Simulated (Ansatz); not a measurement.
This script drives the Ansatz DFT code, driven from Python.

The script, `random_alloy_os.py`:
```python
from collections import Counter
import csv

import ansatz
import numpy as np


def fcc(a_site, a):
    return (
        ansatz.Lattice.fcc(a)
        .space_group(225)
        .atom(a_site, (0, 0, 0))
        .primitive()
    )

A_FIRST, A_LAST = 3.82, 3.83


def solve(name, crystal):
    calc = crystal.calculation()
    calc = calc.functional(ansatz.Functional.LDA)
    calc = calc.basis(530, xc_grid=1)
    calc = calc.scf(tolerance=1e-08, max_iterations=150, extra_bands=8).kpoints(spacing=0.26)
    calc = calc.occupations('fermi_dirac', width=0.05)
    calc = calc.band_table()
    calc = calc.relax(force_tolerance=0.01, cell=True)
    return calc.run(threads=1, backend='cpu')


def volume_per_atom(outcome):
    return abs(np.linalg.det(outcome.lattice.cell_ang)) / len(outcome.lattice.sites)


def counts(outcome):
    return Counter(site.symbol for site in outcome.lattice.sites)


def main() -> None:
    phases = {'Os': fcc('Os', A_FIRST), 'Ir': fcc('Ir', A_LAST)}
    for k in [4]:
        a = A_FIRST + (A_LAST - A_FIRST) * k / 8
        supercell = fcc('Os', a).supercell(2).resolved()
        for seed in [27, 13]:
            drawn = supercell.site_disorder().occupy('Os', Os=8 - k, Ir=k).random(seed=seed)
            phases[f'Os{8 - k}Ir{k} seed {seed}'] = drawn.crystal

    done = {name: solve(name, crystal) for name, crystal in phases.items()}

    # x is the share of the second element on the mixed sites; both end members stand on this same lattice
    x = {name: counts(o)['Ir'] / (counts(o)['Os'] + counts(o)['Ir']) for name, o in done.items()}
    first, last = min(x, key=x.get), max(x, key=x.get)
    energy = {name: o.report['energy_sigma0_ev'] / len(o.lattice.sites) for name, o in done.items()}
    volume = {name: volume_per_atom(o) for name, o in done.items()}
    rows = []
    for name in sorted(done, key=x.get):
        line = lambda table: (1 - x[name]) * table[first] + x[name] * table[last]
        rows.append((name, x[name], 1000 * (energy[name] - line(energy)), volume[name], 100 * (volume[name] / line(volume) - 1)))
    with open('random_alloy.csv', 'w', newline='') as handle:
        writer = csv.writer(handle)
        writer.writerow(['cell', 'x(Ir)', 'E_mix (meV/atom)', 'V (A^3/atom)', 'excess V (%)'])
        writer.writerows([round(v, 4) if isinstance(v, float) else v for v in row] for row in rows)
    print(open('random_alloy.csv').read())


if __name__ == '__main__':
    main()
```

It is started by `python random_alloy_os.py`. How long does it take on 1 thread of Arm Neoverse V2 (shared host), and how much memory does it need?

It took about 5.1 min, with a peak of 0.75 GiB, for 4 runs of the engine.

```console
$ python random_alloy_os.py
DeckWarning: relax.cell: scf.convergence.dr2_threshold = 1e-8 eV is looser than the 1e-10 eV advised for a relaxation that steers and ends on the stress (1e-10 eV for each atom of the cell: 1). What an SCF threshold leaves in a stress goes as its square root, and in the free energy as the threshold itself, and one [...]
DeckWarning: relax.cell: scf.convergence.dr2_threshold = 1e-8 eV is looser than the 8e-10 eV advised for a relaxation that steers and ends on the stress (1e-10 eV for each atom of the cell: 8). What an SCF threshold leaves in a stress goes as its square root, and in the free energy as the threshold itself, and one [...]
cell,x(Ir),E_mix (meV/atom),V (A^3/atom),excess V (%)
Os,0.0,0.0,13.7535,0.0
Os4Ir4 seed 27,0.5,-25.4333,13.774,-0.2269
Os4Ir4 seed 13,0.5,-25.4333,13.774,-0.2269
Ir,1.0,0.0,13.8573,0.0
```
(Warnings from the package without file and line, shortened.)

Caveats:
- The settings weren't tested for convergence.
- For the metals among these phases the mesh is modest: differences between phases can be off by up to 40 meV an atom.
- Spin-orbit coupling, which matters for elements this heavy, is left out.
- Cells of eight mixed sites are far from the random limit, and both end members stand on the same lattice, which need not be their own. Differences under about 40 meV an atom lie within the error of mesh and functional.
- The cells are prototypes set up for this calculation and needn't exist.
